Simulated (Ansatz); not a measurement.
# CH2ClNSn: up Jacob's ladder to CCSD(T)

An exercise on one series of results from a longer session: the logs are not shown, and one member is left open.

Computed with Ansatz 0.2.0, Gaussian basis. Level: functionals in def2-TZVPP, the program's frozen cores in correlated methods.

The runs, in order: LDA (SPW92), PBE-D4, revPBE-D4, BLYP-D4, r2SCAN-D4, B97M-V, PBE0-D4, B3LYP-D4, r2SCANh-D4, r2SCAN0-D4, HSE06-D4, BHLYP-D4, CAM-B3LYP-D4, LC-ωPBE, ωB97X-V, ωB97M-V, B2PLYP, PBE-QIDH; CCSD(T)/def2-SVP; CCSD(T)/def2-TZVPP; CCSD(T)/def2-QZVPP; extrapolation to the limit; RPA on PBE.

### Structure used throughout

An earlier PBE0-D4 in a triple-zeta def2 set relaxation fixed the geometry. Sn takes the def2 core potential; no spin-orbit term is included.

6 atoms, charge 0, spin multiplicity 1.

Atoms are counted from 1 here; the program's logs count them from 0.

Bond lengths: N1–C2 1.152 Å, C2–Sn3 2.106 Å, Sn3–Cl4 2.311 Å, Sn3–H5 1.692 Å, Sn3–H6 1.692 Å. Angles: N1–C2–Sn3 178.7°, C2–Sn3–Cl4 105.2°, C2–Sn3–H5 108.3°, C2–Sn3–H6 108.3°, Cl4–Sn3–H5 108.4°, Cl4–Sn3–H6 108.4°, H5–Sn3–H6 117.5°.

The first run:

Contents of in.yaml:

```yaml
crystal:
  periodic: [false, false, false]
  atoms:
    - {symbol: N, position_ang: [1.805228, -1.621133, 1.077543]}
    - {symbol: C, position_ang: [1.044605, -0.885964, 0.621271]}
    - {symbol: Sn, position_ang: [-0.317688, 0.495020, -0.198820]}
    - {symbol: Cl, position_ang: [-1.933950, -0.791876, -1.235351]}
    - {symbol: H, position_ang: [0.487855, 1.396238, -1.382122]}
    - {symbol: H, position_ang: [-1.044049, 1.343716, 1.071380]}
basis:
  gaussian: {orbitals: def2-TZVPP}
hamiltonian: {xc: lda}
output: {orbitals: {seedname: orbitals}}
```

On the command line:

```sh
$ ansatz run in.yaml --threads 2 --pin off --events-out ev --progress --plain --max-ram 32768MiB --backend cpu
```

Steps of the session up to this table: LDA; PBE-D4 (GGA); revPBE-D4 (GGA); BLYP-D4 (GGA); r2SCAN-D4 (meta-GGA); B97M-V (meta-GGA); B3LYP-D4 (hybrid); r2SCANh-D4 (hybrid); r2SCAN0-D4 (hybrid); HSE06-D4 (hybrid); BHLYP-D4 (hybrid); CAM-B3LYP-D4 (range-separated); LC-ωPBE (range-separated); ωB97X-V (range-separated); ωB97M-V (range-separated); B2PLYP (double hybrid); PBE-QIDH (double hybrid).

One table of the session follows, with a row left open; its other results are not shown here.

It belongs to the step «Frontier levels by functional». 

```
  functional  HOMO (eV)  LUMO (eV)  gap (eV)
 LDA (SPW92)      -8.04      -2.80      5.25
      PBE-D4          ?          ?         ?
   revPBE-D4      -7.88      -2.40      5.48
     BLYP-D4      -7.78      -2.43      5.35
   r2SCAN-D4      -8.29      -2.27      6.02
      B97M-V      -8.38      -2.27      6.12
     PBE0-D4      -9.31      -1.65      7.66
    B3LYP-D4      -9.05      -1.91      7.14
  r2SCANh-D4      -8.79      -1.96      6.83
  r2SCAN0-D4      -9.55      -1.50      8.04
    HSE06-D4      -8.91      -2.02      6.89
    BHLYP-D4     -10.56      -0.79      9.77
CAM-B3LYP-D4     -10.68      -0.68     10.00
     LC-ωPBE     -12.10       0.49     12.59
     ωB97X-V     -11.73       0.37     12.10
     ωB97M-V     -11.56       0.16     11.72
```

**Question.** Estimate the row for PBE-D4.

The run gave: HOMO (eV): -7.93; LUMO (eV): -2.51; gap (eV): 5.42. In the column «HOMO (eV)» it lies between LDA (SPW92) (-8.04) and revPBE-D4 (-7.88).
